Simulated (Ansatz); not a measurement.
# CH₅GaN₂: how energies converge with the basis set

How large a basis does CH₅GaN₂ need? Two functionals are run in growing sets.

Program: Ansatz 0.2.0, Gaussian basis. Level of theory: one geometry, several basis sets. These are calculated values, not measurements.

Plan: PBE0-D4/def2-SVP; ωB97M-V/def2-SVP; PBE0-D4/def2-QZVPP; ωB97M-V/def2-QZVPP; the functionals' def2-TZVPP values are taken from earlier runs.

## (1) The geometry

The geometry comes from an earlier relaxation with PBE0-D4 in a triple-zeta def2 set; it is a stationary point, not always the lowest conformer.

SMILES `N=[CH][GaH][NH2]`, 9 atoms, charge 0, spin multiplicity 1.

Atoms are counted from 1 here; the program's logs count them from 0.

Bond lengths: N1–C2 1.272 Å, N1–H5 1.024 Å, C2–Ga3 1.987 Å, C2–H6 1.101 Å, Ga3–N4 1.805 Å, Ga3–H7 1.561 Å, N4–H8 1.007 Å, N4–H9 1.004 Å. Angles: C2–N1–H5 111.9°, N1–C2–Ga3 116.2°, N1–C2–H6 121.2°, Ga3–C2–H6 122.6°, C2–Ga3–N4 112.2°, C2–Ga3–H7 127.4°, N4–Ga3–H7 120.4°, Ga3–N4–H8 120.8°, Ga3–N4–H9 126.2°, H8–N4–H9 113.1°.

## (2) PBE0-D4 in def2-SVP

Input file in.yaml:

```yaml
crystal:
  periodic: [false, false, false]
  atoms:
    - {symbol: N, position_ang: [-1.508380, 0.972403, 0.032646]}
    - {symbol: C, position_ang: [-0.291732, 1.309921, 0.184284]}
    - {symbol: Ga, position_ang: [1.046342, -0.153776, 0.061160]}
    - {symbol: N, position_ang: [0.276205, -1.755205, -0.257098]}
    - {symbol: H, position_ang: [-2.140096, 1.775029, 0.108417]}
    - {symbol: H, position_ang: [-0.009227, 2.357709, 0.372718]}
    - {symbol: H, position_ang: [2.596172, -0.036509, 0.207160]}
    - {symbol: H, position_ang: [-0.722762, -1.836367, -0.351830]}
    - {symbol: H, position_ang: [0.753468, -2.633204, -0.357437]}
basis:
  gaussian: {orbitals: def2-SVP}
hamiltonian: {xc: pbe0, dispersion: d4}
output: {orbitals: {seedname: orbitals}}
```

Started as:

```
ansatz run in.yaml --threads 2 --pin off --events-out ev --progress --plain --max-ram 32768MiB --backend cpu
```

Further steps of the session: ωB97M-V in def2-SVP; PBE0-D4 in def2-QZVPP; ωB97M-V in def2-QZVPP.

**Question.** What will the summary of the whole plan be? Wanted: PBE0-D4: double and triple zeta above quadruple; ωB97M-V: double and triple zeta above quadruple.

As calculated:

```
                                       quantity           value
PBE0-D4: double and triple zeta above quadruple  12.97, 1.44 eV
ωB97M-V: double and triple zeta above quadruple  13.09, 1.39 eV
```

**Reading.** For PBE0-D4 the step from double to triple zeta gains 11.53 eV and the next only 1.44 eV. These are total energies; as a rule much of such shifts cancels in differences, which this series doesn't test.
